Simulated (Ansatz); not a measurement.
# C2H7GaSe: basis-set convergence

An exercise on one series of results from a longer session: the logs are not shown, and one member is left open.

Program: Ansatz 0.2.0, Gaussian basis. Level of theory: one geometry, several basis sets. These are calculated values, not measurements.

Levels to be run: PBE0-D4/def2-SVP; ωB97M-V/def2-SVP; PBE0-D4/def2-QZVPP; ωB97M-V/def2-QZVPP; the functionals' def2-TZVPP values are taken from earlier runs.

### The relaxed structure

An earlier PBE0-D4 in a triple-zeta def2 set relaxation fixed the geometry.

11 atoms, charge 0, spin multiplicity 1.

Atoms are counted from 1 here; the program's logs count them from 0.

Bond lengths: C1–Ga2 1.965 Å, C1–H5 1.092 Å, C1–H6 1.090 Å, C1–H7 1.093 Å, Ga2–Se3 2.321 Å, Ga2–H8 1.565 Å, Se3–C4 1.961 Å, C4–H9 1.087 Å, C4–H10 1.088 Å, C4–H11 1.088 Å. Angles: Ga2–C1–H5 110.4°, Ga2–C1–H6 111.6°, Ga2–C1–H7 110.0°, H5–C1–H6 108.8°, H5–C1–H7 107.4°, H6–C1–H7 108.6°, C1–Ga2–Se3 118.4°, C1–Ga2–H8 126.8°, Se3–Ga2–H8 114.7°, Ga2–Se3–C4 100.0°, Se3–C4–H9 110.5°, Se3–C4–H10 106.7°, Se3–C4–H11 110.5°, H9–C4–H10 109.4°, H9–C4–H11 110.3°, H10–C4–H11 109.4°.

The first run:

Contents of in.yaml:

```yaml
crystal:
  periodic: [false, false, false]
  atoms:
    - {symbol: C, position_ang: [-1.470780, 0.878736, 0.076502]}
    - {symbol: Ga, position_ang: [-0.603146, -0.234893, 1.443084]}
    - {symbol: Se, position_ang: [1.410151, -1.262376, 0.916671]}
    - {symbol: C, position_ang: [1.641570, -0.631506, -0.925277]}
    - {symbol: H, position_ang: [-1.632728, 0.302021, -0.837074]}
    - {symbol: H, position_ang: [-2.430515, 1.263210, 0.423190]}
    - {symbol: H, position_ang: [-0.828595, 1.724998, -0.180029]}
    - {symbol: H, position_ang: [-1.123463, -0.517625, 2.892125]}
    - {symbol: H, position_ang: [1.707658, 0.453681, -0.950327]}
    - {symbol: H, position_ang: [2.574700, -1.059321, -1.287260]}
    - {symbol: H, position_ang: [0.820547, -0.973826, -1.550905]}
basis:
  gaussian: {orbitals: def2-SVP}
hamiltonian: {xc: pbe0, dispersion: d4}
output: {orbitals: {seedname: orbitals}}
```

Steps of the session up to this table: PBE0-D4 in def2-SVP; ωB97M-V in def2-SVP; PBE0-D4 in def2-QZVPP; ωB97M-V in def2-QZVPP.

One of the session's tables, all rows but one given; the rest of the session is left out.

It belongs to the step «Density functionals: the series». 

| functional | basis | HOMO (eV) |
| --- | --- | --- |
| PBE0-D4 | def2-SVP | -6.56 |
| PBE0-D4 | def2-TZVPP | ? |
| PBE0-D4 | def2-QZVPP | -6.65 |
| ωB97M-V | def2-SVP | -8.66 |
| ωB97M-V | def2-TZVPP | -8.76 |
| ωB97M-V | def2-QZVPP | -8.77 |

**Question.** Estimate the row for PBE0-D4, def2-TZVPP.

As computed: HOMO (eV): -6.64. In the column «HOMO (eV)» it lies between PBE0-D4, def2-QZVPP (-6.65) and PBE0-D4, def2-SVP (-6.56).
